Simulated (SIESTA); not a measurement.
Write the native input for SIESTA 5.4.2 that does the following.

| Item | Value |
| --- | --- |
| Task | band structure |
| Functional | PBE |
| Potentials or basis | PseudoDojo 0.4 standard (PBE files) |
| Basis | DZP (energy shift 0.003 Ry; two zetas on semicore shells) |
| Grid cutoff | 500 Ry |
| Energy shift | 0.003 Ry |
| k mesh | 5 × 5 × 5 |
| Occupations | fermi-dirac, width 0.05 eV |
| Spin | no spin polarisation |

In3SbTe4:

```
Te Sb In
1.0
    -4.17012    4.17012    3.60657
     4.17012   -4.17012    3.60657
     4.17012    4.17012   -3.60657
Te Sb In
4 1 3
Cartesian
  2.5775 1.5926 1.8033
  5.7627 -1.5926 1.8033
  -1.5926 2.5775 1.8033
  1.5926 5.7627 1.8033
  0.0000 0.0000 0.0000
  4.1701 0.0000 0.0000
  0.0000 4.1701 0.0000
  0.0000 0.0000 3.6066
```

The cell comes from a database or a generator and needn't be the stable form of this composition.

The input as run:

In3SbTe4.fdf

```
SystemName                      In3SbTe4
SystemLabel                     In3SbTe4
NumberOfSpecies                 3
NumberOfAtoms                   8
%block ChemicalSpeciesLabel
  1  52 Te
  2  51 Sb
  3  49 In
%endblock ChemicalSpeciesLabel

LatticeConstant                 1.0 Ang
%block LatticeVectors
    -4.1701150000     4.1701150000     3.6065670000
     4.1701150000    -4.1701150000     3.6065670000
     4.1701150000     4.1701150000    -3.6065670000
%endblock LatticeVectors
AtomicCoordinatesFormat         Fractional
%block AtomicCoordinatesAndAtomicSpecies
     0.4409510000     0.5590490000     0.5000000000  1  Te
     0.0590490000     0.9409510000     0.5000000000  1  Te
     0.5590490000     0.0590490000     0.1180980000  1  Te
     0.9409510000     0.4409510000     0.8819020000  1  Te
     0.0000000000     0.0000000000     0.0000000000  2  Sb
     0.0000000000     0.5000000000     0.5000000000  3  In
     0.5000000000     0.0000000000     0.5000000000  3  In
     0.5000000000     0.5000000000     0.0000000000  3  In
%endblock AtomicCoordinatesAndAtomicSpecies

%block kgrid.MonkhorstPack
    5   0   0  0.0
    0   5   0  0.0
    0   0   5  0.0
%endblock kgrid.MonkhorstPack
XC.Functional                   GGA
XC.Authors                      PBE
PAO.BasisSize                   DZP
PAO.EnergyShift                 0.003 Ry
Mesh.Cutoff                     500 Ry
OccupationFunction              FD
ElectronicTemperature           0.05 eV
MaxSCFIterations                120
SCF.MustConverge                false
SCF.Mixer.Method                Pulay
SCF.Mixer.Weight                0.25
SCF.Mixer.History               8
SCF.DM.Tolerance                5.0e-05
SCF.H.Tolerance                 1.0e-03 eV
WriteForces                     true
Charge.Mulliken                 end
BandLinesScale                  ReciprocalLatticeVectors
%block BandLines
    1    0.000000   0.000000   0.000000  \Gamma
    8    0.000000   0.000000   0.500000  X
    8   -0.500000   0.500000   0.500000  M
   12    0.000000   0.000000   0.000000  \Gamma
   12    0.436996   0.436996  -0.436996  Z
   10    0.250000   0.250000   0.250000  P
    6    0.000000   0.500000   0.000000  N
    8   -0.436996   0.563004   0.436996  Z1
    2   -0.500000   0.500000   0.500000  M
    1    0.000000   0.000000   0.500000  X
    7    0.250000   0.250000   0.250000  P
%endblock BandLines
%block PAO.Basis
  Te 4
  n=5 0 2
    5.635 0.000
  n=5 1 2
    7.297 0.000
  n=4 2 2
    3.260 0.000
  n=5 2 1
    7.297
  Sb 4
  n=5 0 2
    5.984 0.000
  n=5 1 2
    7.890 0.000
  n=4 2 2
    3.483 0.000
  n=5 2 1
    7.890
  In 4
  n=5 0 2
    6.996 0.000
  n=5 1 2
    9.500 0.000
  n=4 2 2
    4.106 0.000
  n=5 2 1
    9.500
%endblock PAO.Basis
```

Potentials or basis: PseudoDojo 0.4 standard (PBE files), DZP (energy shift 0.003 Ry; two zetas on semicore shells).

The run is started by

```bash
$ siesta In3SbTe4.fdf > In3SbTe4.out 2>&1
```

It gave:

```
Pressure               : 0.7 GPa
Largest force          : 0.274 eV/Å
Band gap on the k mesh : none (metal or under the smearing width)
```

Caveat: spin-orbit coupling is left out, which moves the levels of the heavy elements; the basis of atomic orbitals isn't converged, which shifts pressures, moduli and gaps.

Wall time 2.4 min on 1 thread of Arm Neoverse V1, with other jobs on the host, peak memory 0.54 GiB.
